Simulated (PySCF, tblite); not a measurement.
# C5H9NO2Si: geometry, infrared bands and NMR shifts

Aim: predict the infrared bands and NMR shifts of C5H9NO2Si (`C=CO[SiH2]CC(=O)N=C`).

Programs: tblite 0.8.0 and PySCF 2.14.0, with density-fitted response routines of our own. Each step states its level of theory. These are calculated values for one molecule in the gas phase, unless marked as measured. Atoms count from 0, in the outputs and in this text.

## Step 1: Starting geometry

18 atoms, charge 0, multiplicity 1; geometry from: force field or distance geometry start.

Bonds of the start (Å): C0–C1 1.35, C1–O2 1.38, O2–Si3 1.75, Si3–C4 1.88, C4–C5 1.47, C5–O6 1.27, C5–N7 1.42, N7–C8 1.30, C0–H9 1.09, C0–H10 1.08, C1–H11 1.09, Si3–H12 1.46, Si3–H13 1.48, C4–H14 1.10, C4–H15 1.13, C8–H16 1.08, C8–H17 1.09.

## Step 2: Geometry optimisation with GFN2-xTB

The job: settings as JSON, then the geometry in Å.

```
{"job": {"kind": "relax", "xc": "GFN2-xTB", "basis": "xTB"}, "charge": 0, "multiplicity": 1}
C      3.917300     0.273600    -0.446400
C      2.815600    -0.497100    -0.507600
O      2.119900    -0.653900     0.677400
Si     0.610900     0.182400     0.971600
C     -0.751100    -0.450300    -0.160900
C     -1.842000     0.531200    -0.110700
O     -1.823500     1.488600    -0.941200
N     -2.910400     0.497500     0.825300
C     -3.956000    -0.188600     0.466100
H      4.119900     0.715300     0.530700
H      4.528200     0.449500    -1.322500
H      2.534400    -0.982700    -1.438000
H      0.764800     1.630000     0.823100
H      0.185000    -0.104600     2.358700
H     -1.130500    -1.425700     0.181500
H     -0.353600    -0.516100    -1.211800
H     -4.035000    -0.701500    -0.479700
H     -4.802700    -0.241100     1.148200
```

On the command line:

```bash
$ OMP_NUM_THREADS=1 python probes_run.py task.json out
```

One launch serves the whole session: the jobs run in the order shown.

**Question.** This job is followed by: GFN2-xTB harmonic vibrations, gas phase; GIAO PBE0/pcSseg-1 NMR shielding, non-relativistic, gas phase. What will the session give for the following? strongest single infrared mode (GFN2-xTB); zero-point energy (GFN2-xTB); ¹³C shifts against TMS (PBE0/pcSseg-1); ¹H shifts against TMS (PBE0/pcSseg-1, means over atoms taken as alike); ¹⁷O shifts against H2O (PBE0/pcSseg-1); ²⁹Si shifts against TMS (PBE0/pcSseg-1); ¹⁵N shifts against NH3 (PBE0/pcSseg-1).

As calculated:

```
                                                              quantity                                         value
                             strongest single infrared mode (GFN2-xTB)                         1726 cm⁻¹, 395 km/mol
                                          zero-point energy (GFN2-xTB)                                 80.7 kcal/mol
                                ¹³C shifts against TMS (PBE0/pcSseg-1)           183.0, 156.5, 148.1, 95.4, 31.9 ppm
¹H shifts against TMS (PBE0/pcSseg-1, means over atoms taken as alike)  7.61, 7.13, 6.67, 5.28, 4.46, 4.42, 2.31 ppm
                                ¹⁷O shifts against H2O (PBE0/pcSseg-1)                              510.1, 113.0 ppm
                               ²⁹Si shifts against TMS (PBE0/pcSseg-1)                                     -18.1 ppm
                                ¹⁵N shifts against NH3 (PBE0/pcSseg-1)                                     432.8 ppm
```

**Reading.** The optimisation took 252 steps and gained 1.104 eV; among the close pairs (by a distance rule), O2–Si3 changed most, from 1.750 to 1.629 Å. All 48 modes are real, so the xTB geometry is a minimum. The strongest single mode, at 1726 cm⁻¹, moves mainly C5 and O6. GFN2-xTB is a fitted tight-binding method: band positions and strengths are rough. Its intensities can rank the bands wrongly. C5 (amide carbonyl carbon) lies farthest downfield among carbon, at 183.0 ppm; it is a carbonyl in resonance with an O or N lone pair, the region of acids, esters and amides. At PBE0/pcSseg-1: The largest span, 921 ppm, is at O6, where the paramagnetic term is -573 ppm.
